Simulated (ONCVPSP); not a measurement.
# Yb: generating and testing an ONCV potential

Task: generate the file, and judge it by its errors in other configurations, its logarithmic derivatives, its ghosts and its cutoff.

Program: ONCVPSP 4.0.1. Reference atom: PBE, scalar-relativistic, spherical and spin-unpolarised. All values are calculated.

### 1 The design

Typed settings, in words:

* element: ytterbium (Yb, Z = 70)
* type: optimised norm-conserving Vanderbilt (ONCV)
* frozen core: [Kr] 4d10 4f13
* valence charge: 11
* reference configuration: 5s2 5p6 5d1 6s1.5 (charge +0.5)
* partial waves: 5s+6s: rc 1.65 bohr, ncon 5, nbas 9, qcut 7.2 1/bohr, 3 projectors, debl 3.4 Ha; 5p: rc 1.75 bohr, ncon 4, nbas 9, qcut 9.2 1/bohr, 2 projectors, debl 3.8 Ha; 5d: rc 2.30 bohr, ncon 4, nbas 8, qcut 4.8 1/bohr, 2 projectors, debl 2.9 Ha
* local potential: polynomial inside 1.20 bohr (lpopt 5, dvloc0 0 Ha)
* core correction: Teter function, fcfact 3.25, rcfact 1.2

The nodes and maxima of the atom's own shells, from an earlier all-electron run, set the scale for the radii.

All-electron outer shells of the reference configuration (PBE, scalar-relativistic, ld1.x):

```
shell  level (eV)  outermost node (bohr)  outermost maximum (bohr)
   5s      -62.49                   0.58                      1.07
   5p      -34.18                   0.62                      1.22
   4f      -12.76                      –                      0.48
   6s       -7.23                   1.44                      3.05
   5d       -4.76                   0.70                      1.82
   6p       -3.56                   1.75                      4.06
```

### 2 Generating the potential

File Yb.dat:

```
# ATOM AND REFERENCE CONFIGURATION
# atsym  z   nc   nv     iexc    psfile
  Yb 70.00   10    4        4      upf
#
#   n    l    f
    1    0    2.00
    2    0    2.00
    2    1    6.00
    3    0    2.00
    3    1    6.00
    3    2   10.00
    4    0    2.00
    4    1    6.00
    4    2   10.00
    4    3   13.00
    5    0    2.00
    5    1    6.00
    5    2    1.00
    6    0    1.50
#
# PSEUDOPOTENTIAL AND OPTIMIZATION
# lmax
    2
#
#   l,   rc,      ep,       ncon, nbas, qcut
    0    1.65    0.00    5    9    7.20
    1    1.75    0.00    4    9    9.20
    2    2.30    0.00    4    8    4.80
#
# LOCAL POTENTIAL
# lloc, lpopt,  rc(5),   dvloc0
    4    5    1.20    0.00
#
# VANDERBILT-KLEINMAN-BYLANDER PROJECTORs
# l, nproj, debl
    0    3    3.40
    1    2    3.80
    2    2    2.90
#
# MODEL CORE CHARGE
# icmod, fcfact, rcfact
    3    3.25    1.20
#
# LOG DERIVATIVE ANALYSIS
# epsh1, epsh2, depsh
   -4.00    5.00    0.02
#
# OUTPUT GRID
# rlmax, drl
    6.00    0.01
#
# TEST CONFIGURATIONS
# ncnf
    4
# nvcnf
#   n    l    f
    4
    5    0    2.00
    5    1    6.00
    5    2    1.00
    6    0    2.00
#
    4
    5    0    2.00
    5    1    6.00
    5    2    1.00
    6    0    1.00
#
    4
    5    0    2.00
    5    1    6.00
    5    2    1.00
    6    0    0.00
#
    4
    5    0    2.00
    5    1    6.00
    5    2    0.00
    6    0    0.00
#
```

Run with:

```
$ oncvpsp.x < Yb.dat > Yb.out
```

Q: Predict the outcome of this session. Wanted: cutoffs for 1 and 0.1 mHa per electron, occupied waves; bound ghosts; GHOST(+) flags; largest test error; largest phase difference near zero energy, channels read; rms error of d²Exc/dn², without and with the model core.

As calculated:

| quantity | value |
| --- | --- |
| cutoffs for 1 and 0.1 mHa per electron, occupied waves | 24 Ha and 29 Ha |
| bound ghosts | none found |
| GHOST(+) flags | s at 194 eV, p at 313 eV, d at 547 eV |
| largest test error (AE − PS) | +24 meV, for 5s2 5p6 5d1 6s0 |
| largest phase difference near zero energy, channels read | 0.000 rad |
| rms error of d²Exc/dn², without and with the model core | 6.33 and 3.18 mHa |

The worst unpolarised test, 5s2 5p6 5d1 6s0, is off by 24 meV on 17.4 eV; by total energies transferability rates as good. By its cutoff, 24 Ha for the looser tolerance, it is of middling hardness. No bound ghost shows below the valence levels. Near zero energy the phases of the channels with partial waves agree within 0.001 rad. The program also flags highly localised states, GHOST(+) (s, p, d). Note that the frozen 4f shell (-13 eV) lies higher than the valence 5s shell (-62 eV).
